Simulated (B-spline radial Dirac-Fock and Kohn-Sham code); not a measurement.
**Ta⁵⁺: core levels and X-ray properties**

Wanted for tantalum as Ta⁵⁺: how cheaper methods do for the levels.

Method: a free atom or ion on a radial basis; each step names its model; computed with B-spline radial Dirac-Fock and Kohn-Sham code, version 2.

## Step 1: What is computed

Ta⁵⁺, [Xe] 4f14.

```
nuclear charge     : 73
electrons          : 68
mass number        : 181
nuclear rms radius : 5.3507 fm
```

Outer shells as boxes (Hund's rule, for the drawing alone; heavy ions are jj-coupled, and the calculation averages over the configuration):

```
[Xe] core
4f [↑↓][↑↓][↑↓][↑↓][↑↓][↑↓][↑↓]
```

## Step 2: The levels by Dirac LDA

Model: Dirac-Kohn-Sham LDA (Slater exchange, VWN correlation), finite nucleus, spherical and without spin polarisation.

The run's settings:

```ini
task = binding-ladder
Z = 73
charge = 5
configuration = 1s2 2s2 2p6 3s2 3p6 3d10 4s2 4p6 4d10 4f14 5s2 5p6
mass_number = 181
rms_radius = 5.3507  # fm
method = lda,vwn
relativity = dirac
```

From the run's result record (rounded, not every field):

```text
{
  "status": "converged",
  "shells": ["K", "L1", "L2", "L3", "M1", "M2", "M3", "M4", "M5", "N1", "N2", "N3", "N4", "N5", "N6", "N7", "O1", "O2", "O3"],
  "minus_eigenvalue [eV]": [67255.3, 11597.9, 11092.9, 9824.12, 2700.77, 2475.22, 2202.14, 1818.99, 1759.45, 595.982, 502.92, 439.83, 286.379, 274.787, 83.7143, 81.712, 129.978, 102.224, 92.7073],
  "delta_scf [eV]": [67801.4, 11699.0, 11222.5, 9936.27, 2731.02, 2507.64, 2231.75, 1854.37, 1793.78, 611.078, 517.932, 454.366, 300.635, 288.898, 96.681, 94.5837, 139.539, 111.208, 101.208],
  "total_energy [Ha]": -15609.5746,
  "dirac_fock_binding [eV]": [67479.3, 11757.0, 11205.6, 9949.77, 2783.26, 2540.49, 2266.61, 1862.0, 1803.57, 640.236, 539.665, 476.766, 311.328, 299.791, 92.6472, 90.7624, 142.135, 109.004, 99.4627]
}
```

Beside the Dirac-Fock ΔSCF result with Breit and QED, in eV:

| level | -ε | miss | ΔSCF | miss | Dirac-Fock |
| --- | --- | --- | --- | --- | --- |
| K | 67255.3 | -223.9 | 67801.4 | +322.1 | 67479.3 |
| L1 | 11597.9 | -159.1 | 11699.0 | -58.0 | 11757.0 |
| L2 | 11092.9 | -112.8 | 11222.5 | +16.9 | 11205.6 |
| L3 | 9824.1 | -125.7 | 9936.3 | -13.5 | 9949.8 |
| M1 | 2700.8 | -82.5 | 2731.0 | -52.2 | 2783.3 |
| M2 | 2475.2 | -65.3 | 2507.6 | -32.9 | 2540.5 |
| M3 | 2202.1 | -64.5 | 2231.7 | -34.9 | 2266.6 |
| M4 | 1819.0 | -43.0 | 1854.4 | -7.6 | 1862.0 |
| M5 | 1759.4 | -44.1 | 1793.8 | -9.8 | 1803.6 |
| N1 | 596.0 | -44.3 | 611.1 | -29.2 | 640.2 |
| N2 | 502.9 | -36.7 | 517.9 | -21.7 | 539.7 |
| N3 | 439.8 | -36.9 | 454.4 | -22.4 | 476.8 |
| N4 | 286.4 | -24.9 | 300.6 | -10.7 | 311.3 |
| N5 | 274.8 | -25.0 | 288.9 | -10.9 | 299.8 |
| N6 | 83.71 | -8.9 | 96.68 | +4.0 | 92.65 |
| N7 | 81.71 | -9.1 | 94.58 | +3.8 | 90.76 |
| O1 | 130.0 | -12.2 | 139.5 | -2.6 | 142.1 |
| O2 | 102.2 | -6.8 | 111.2 | +2.2 | 109.0 |
| O3 | 92.71 | -6.8 | 101.2 | +1.7 | 99.46 |

## Step 3: The levels by non-relativistic HF

Model: non-relativistic Hartree-Fock, average of configuration, point nucleus.

Recorded inputs:

```ini
task = binding-ladder
method = hf
relativity = nr
```

From the run's result record (rounded, not every field):

```text
{
  "status": "converged",
  "shells": ["1s", "2s", "2p", "3s", "3p", "3d", "4s", "4p", "4d", "4f", "5s", "5p"],
  "minus_eigenvalue [eV]": [62558.5, 10433.7, 9981.35, 2469.59, 2259.8, 1873.82, 566.224, 477.545, 316.768, 106.801, 129.578, 100.136],
  "delta_scf [eV]": [62482.3, 10387.6, 9931.65, 2444.3, 2233.69, 1845.17, 557.606, 469.176, 308.798, 100.024, 128.716, 99.3887],
  "total_energy [Ha]": -14795.1945
}
```

## Step 4: Cost and miss of the cheaper method

| method | level | eigenvalue miss (%) | ΔSCF miss (%) | time |
| --- | --- | --- | --- | --- |
| Dirac LDA | K | -0.33 | +0.48 | 11 s |

Times cover the ground state and all hole states of a step, on one thread of a shared host; states solved in an earlier step are reused, and a first call can include compiling.

## Step 5: What came out

```
                               quantity                 value
        Dirac LDA, K: eigenvalue / ΔSCF  67255.3 / 67801.4 eV
non-relativistic HF: deepest eigenvalue           -62558.5 eV
```

In words: Dirac LDA misses the K level by -0.3 % with its eigenvalue and by +0.5 % with ΔSCF. Breit and QED terms, which only the reference holds, shift this level by tenths of a per cent, so the eigenvalue's nearness can be cancellation. The Hartree-Fock and Dirac-Fock values hold no electron correlation.
